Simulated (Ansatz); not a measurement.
# Sn2O: the cost of one run

Program: Ansatz 0.2.0. Level of theory: DFT PBE, scalar-relativistic, plane waves, PAW. These are calculated values, not measurements.

3 further runs of the same task are left out: 1 that didn't finish, 2 set aside as unsound or not needed.

## Step 1: The structure to begin with

Symmetry: Pn-3m, No. 224, cubic system. Conventional cell: a = 5.205 Å, b = 5.205 Å, c = 5.205 Å, α = 90.00°, β = 90.00°, γ = 90.00°. Sn (site symmetry -3m) has 2 O at 2.25 Å as nearest neighbours. O (site symmetry -43m) is surrounded by 4 Sn at 2.25 Å.

As a file:

```cif
data_structure
_symmetry_space_group_name_H-M 'P 1'
_symmetry_Int_Tables_number 1
_cell_length_a 5.2053
_cell_length_b 5.2053
_cell_length_c 5.2053
_cell_angle_alpha 90.000
_cell_angle_beta 90.000
_cell_angle_gamma 90.000
_cell_volume 141.04
loop_
_atom_site_label
_atom_site_type_symbol
_atom_site_fract_x
_atom_site_fract_y
_atom_site_fract_z
_atom_site_occupancy
Sn1 Sn 0.25000 0.25000 0.25000 1
Sn2 Sn 0.75000 0.75000 0.25000 1
Sn3 Sn 0.25000 0.75000 0.75000 1
Sn4 Sn 0.75000 0.25000 0.75000 1
O1 O 0.00000 0.00000 0.00000 1
O2 O 0.50000 0.50000 0.50000 1
```

This is a trial structure built by rule; it need not be a known or stable form of this composition.

This cell was relaxed beforehand with the same method: volume 23.51 Å³/atom, gap on the mesh none (metal).

The cell was built by a swap of Pb by Sn in Pb2O; it need not be the stable form of this composition.

## Step 2: Optical spectrum

input.yaml reads:

```yaml
crystal:
  lattice:
    - [5.2053230828, 0.0, 0.0]
    - [0.0, 5.2053230828, 0.0]
    - [0.0, 0.0, 5.2053230828]
  atoms:
    - { symbol: Sn, position: [0.25, 0.25, 0.25] }
    - { symbol: Sn, position: [0.75, 0.75, 0.25] }
    - { symbol: Sn, position: [0.25, 0.75, 0.75] }
    - { symbol: Sn, position: [0.75, 0.25, 0.75] }
    - { symbol: O, position: [0.0, 0.0, 0.0] }
    - { symbol: O, position: [0.5, 0.5, 0.5] }
basis:
  ecutwfc: 420
kpoints:
  mp_grid: { grid: [8, 8, 8] }
hamiltonian:
  xc: pbe
scf:
  occupations: { method: fermi_dirac, width: 0.15 }
  n_extra_bands: 24
output:
  eigenvalues: true
  optics: { e_range: [0, 14], sigma: 0.1, nscf_kmesh: { grid: [12, 12, 12] } }
checkpoint:
  read: start.run
  write: ck
  compress: false
  write_wavefunctions: false
  write_every: 100000
```

Command:

```sh
ansatz run input.yaml --threads 2 --pin off --max-ram 7168MiB --backend cpu --events-out ev --progress --plain --runs-dir out
```

What time and memory should one allow on 2 threads of AMD EPYC 7R43 (Zen 3), shared host?

About 2.2 min, with a peak of 1.9 GiB.
